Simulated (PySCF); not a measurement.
# C2H6Se: the cost of one run

Computed with PySCF 2.14.0 and routines of our own; the level stands in each step. Atoms count from 0.

## (1) The starting structure

9 atoms, charge 0, multiplicity 1; geometry from: GFN2-xTB.

## (2) Optimising the geometry at PBE0-D3(BJ)/def2-SVP

What the job is given:

```
{"job": {"xc": "PBE0", "basis": "def2-SVP", "d3": "d3bj", "grid": 1, "maxiter": 30, "shake": 0.01, "kind": "geom"}, "charge": 0, "multiplicity": 1}
C      1.393720     0.375040     0.350790
Se     0.082240     0.590430    -1.112080
C     -1.390080    -0.396100    -0.276720
H      1.605100    -0.653670     0.507230
H      2.283670     0.901490     0.039060
H      0.963140     0.861860     1.243900
H     -1.036610    -1.416350    -0.076480
H     -2.194420    -0.385620    -0.961780
H     -1.648950     0.105760     0.679580
```

On the command line:

```bash
$ OMP_NUM_THREADS=1 python heavy_run.py task.json out
```

One launch serves the whole session: the jobs run in the order shown.

**Question.** How long does this first job take on 1 thread of AMD EPYC 7R43, shared host, and how much memory does it need?

About 25 s, with a peak of 0.39 GiB.
